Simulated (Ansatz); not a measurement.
Geometry optimisation, Ansatz 0.2.0, DFT PBE, scalar-relativistic, plane waves, PAW.

The input (input.yaml):

```yaml
crystal:
  lattice:
    - [7.14, 0.0, 0.0]
    - [0.0, 7.14, 0.0]
    - [0.0, 0.0, 7.14]
  atoms:
    - { symbol: C, position: [0.4982537, -0.001752, -0.0010341] }
    - { symbol: C, position: [0.6285978, 0.1236745, 0.118496] }
    - { symbol: C, position: [0.7514711, 0.2510559, -0.0020191] }
    - { symbol: C, position: [0.8715179, 0.3815086, 0.1280365] }
    - { symbol: C, position: [0.7549463, -0.0008336, 0.2487525] }
    - { symbol: C, position: [0.8747572, 0.1269127, 0.386254] }
    - { symbol: C, position: [-0.0040549, 0.0043801, 0.0005552] }
    - { symbol: C, position: [0.1215626, 0.1251176, 0.1221356] }
    - { symbol: C, position: [0.2517101, 0.2523404, 0.0020301] }
    - { symbol: C, position: [0.3728771, 0.3738574, 0.1203515] }
    - { symbol: C, position: [0.5015525, 0.5089616, 0.0009933] }
    - { symbol: C, position: [0.6192534, 0.6245616, 0.1278113] }
    - { symbol: C, position: [0.7436393, 0.7436189, -3.97e-05] }
    - { symbol: C, position: [0.8694184, 0.8786263, 0.1326322] }
    - { symbol: C, position: [0.2534269, -0.0031199, 0.2493201] }
    - { symbol: C, position: [0.3705275, 0.1149781, 0.3733548] }
    - { symbol: C, position: [0.4947599, 0.2469656, 0.2568549] }
    - { symbol: C, position: [0.6310412, 0.3717376, 0.3797517] }
    - { symbol: C, position: [0.7521139, 0.4953603, 0.2417968] }
    - { symbol: C, position: [0.8745132, 0.6268042, 0.3799907] }
    - { symbol: C, position: [0.5088777, 0.0030824, 0.5029211] }
    - { symbol: C, position: [0.6218093, 0.1297262, 0.6206122] }
    - { symbol: C, position: [0.87878, 0.378405, 0.6268128] }
    - { symbol: C, position: [0.7496431, -0.0024294, 0.7530589] }
    - { symbol: C, position: [0.8738256, 0.1197662, 0.8680778] }
    - { symbol: C, position: [0.0041584, 0.5037588, -0.0051632] }
    - { symbol: C, position: [0.1278561, 0.6258873, 0.1194612] }
    - { symbol: C, position: [0.2460906, 0.7506612, 4.85e-05] }
    - { symbol: C, position: [0.371085, 0.8721249, 0.12647] }
    - { symbol: C, position: [0.0015748, 0.2508197, 0.251378] }
    - { symbol: C, position: [0.1197103, 0.3757738, 0.3774156] }
    - { symbol: C, position: [0.2519988, 0.5055902, 0.2532058] }
    - { symbol: C, position: [0.3807329, 0.6283267, 0.3770378] }
    - { symbol: C, position: [0.505643, 0.7501562, 0.255459] }
    - { symbol: C, position: [0.6217244, 0.8719296, 0.3764604] }
    - { symbol: C, position: [0.0055317, -0.001874, 0.5024462] }
    - { symbol: C, position: [0.1178083, 0.1240379, 0.6253083] }
    - { symbol: C, position: [0.2483688, 0.2427492, 0.4930491] }
    - { symbol: C, position: [0.3735467, 0.3625656, 0.629747] }
    - { symbol: C, position: [0.5063352, 0.5043826, 0.5000681] }
    - { symbol: C, position: [0.6243928, 0.6345732, 0.615856] }
    - { symbol: C, position: [0.7557574, 0.7508323, 0.5013272] }
    - { symbol: C, position: [0.8775251, 0.8774273, 0.6157697] }
    - { symbol: C, position: [0.2506878, 0.0089791, 0.7556864] }
    - { symbol: C, position: [0.3758307, 0.12634, 0.873919] }
    - { symbol: C, position: [0.4968504, 0.2543211, 0.7543023] }
    - { symbol: C, position: [0.6224198, 0.3760601, 0.8713867] }
    - { symbol: C, position: [0.7475729, 0.4963816, 0.7548432] }
    - { symbol: C, position: [0.8793505, 0.6245416, 0.8708444] }
    - { symbol: C, position: [-0.0015158, 0.7457594, 0.2432169] }
    - { symbol: C, position: [0.126575, 0.8716818, 0.3786599] }
    - { symbol: C, position: [0.0049431, 0.4988992, 0.502195] }
    - { symbol: C, position: [0.1195592, 0.6273085, 0.6249016] }
    - { symbol: C, position: [0.2458106, 0.7515859, 0.4983036] }
    - { symbol: C, position: [0.3754377, 0.8727209, 0.6260227] }
    - { symbol: C, position: [-0.002391, 0.2536118, 0.7447923] }
    - { symbol: C, position: [0.1260708, 0.3763925, 0.8705093] }
    - { symbol: C, position: [0.2513664, 0.5060877, 0.7510499] }
    - { symbol: C, position: [0.3728845, 0.6162953, 0.8713931] }
    - { symbol: C, position: [0.495814, 0.7512554, 0.7535624] }
    - { symbol: C, position: [0.6255566, 0.8804296, 0.8782795] }
    - { symbol: C, position: [0.0079733, 0.7532042, 0.7494786] }
    - { symbol: C, position: [0.1251276, 0.8768977, 0.8761411] }
total_charge: -2
basis:
  ecutwfc: 420.0
kpoints:
  mp_grid: { grid: [2, 2, 2] }
hamiltonian:
  xc: pbe
  pseudopotentials: { kind: paw, azcp: { folder: soft_1 } }
scf:
  occupations: { method: gaussian, width: 0.05 }
  lower_state_search: "off"
relax:
  f_tol: 0.03
  max_steps: 60
  adjacent_minimum: "off"
```

Command:

```bash
$ ansatz run input.yaml --threads 4 --pin off --max-ram 10240MiB --backend cpu --events-out ev --progress --plain --runs-dir out
```

Where does it end, and by what steps?

The run converged. The force dipped under the threshold on the way, but the program's further checks kept it going. Limits of this set-up: coarse k mesh, no spin, though dangling bonds at a vacancy may carry it, a typed lattice constant that wasn't relaxed here, charged cell in a uniform background, uncorrected. After 7 steps the energy has fallen by 4.639 eV; C18 moved furthest, 0.16 Å.

```tsv
step	energy less start (eV)	largest force component (eV/Å)	accepted
0	0.0000	4.352	yes
1	-3.6341	2.217	yes
2	-4.5983	0.520	yes
3	-4.6006	0.498	yes
4	-4.6386	0.024	yes
5	-4.6386	0.023	yes
6	-4.6387	0.007	yes
7	-4.6387	0.002	yes
```

```xyz
63
Lattice="7.1400 0.0000 0.0000 0.0000 7.1400 0.0000 0.0000 0.0000 7.1400" Properties=species:S:1:pos:R:3
C 3.576 0.008 0.006
C 4.471 0.904 0.910
C 5.355 1.787 0.000
C 6.239 2.671 0.910
C 5.371 0.017 1.810
C 6.318 0.824 2.650
C -0.006 0.008 -0.006
C 0.896 0.900 0.889
C 1.785 1.787 0.000
C 2.675 2.675 0.889
C 3.576 3.566 -0.006
C 4.467 4.468 0.889
C 5.355 5.357 0.000
C 6.243 6.247 0.889
C 1.787 0.005 1.788
C 2.682 0.897 2.682
C 3.584 1.803 1.810
C 4.392 2.751 2.650
C 5.339 3.558 1.811
C 6.245 4.460 2.682
C 3.571 0.003 3.582
C 4.392 0.824 4.491
C 6.318 2.751 4.491
C 5.339 0.017 5.330
C 6.239 0.904 6.230
C -0.006 3.566 0.006
C 0.889 4.462 0.895
C 1.785 5.357 0.000
C 2.681 6.253 0.895
C -0.014 1.772 1.810
C 0.888 2.678 2.682
C 1.783 3.570 1.788
C 2.667 4.475 2.684
C 3.573 5.359 1.788
C 4.465 6.254 2.682
C -0.001 0.003 3.559
C 0.888 0.897 4.459
C 1.785 1.787 3.570
C 2.682 2.678 4.459
C 3.571 3.571 3.559
C 4.465 4.460 4.459
C 5.355 5.357 3.570
C 6.245 6.254 4.459
C 1.783 0.005 5.353
C 2.675 0.900 6.252
C 3.584 1.772 5.330
C 4.471 2.671 6.230
C 5.371 3.558 5.330
C 6.243 4.468 6.252
C -0.003 5.355 1.788
C 0.903 6.240 2.684
C -0.001 3.571 3.582
C 0.903 4.475 4.457
C 1.785 5.357 3.570
C 2.667 6.240 4.457
C -0.014 1.803 5.330
C 0.896 2.675 6.252
C 1.787 3.570 5.353
C 2.681 4.462 6.246
C 3.573 5.355 5.353
C 4.467 6.247 6.252
C -0.003 5.359 5.353
C 0.889 6.253 6.246
```

Whether the end is a true minimum wasn't checked by a vibrational analysis.

Time of the run: 73 s on 4 threads of Arm Neoverse V1, on a shared host, peak memory 1.8 GiB.
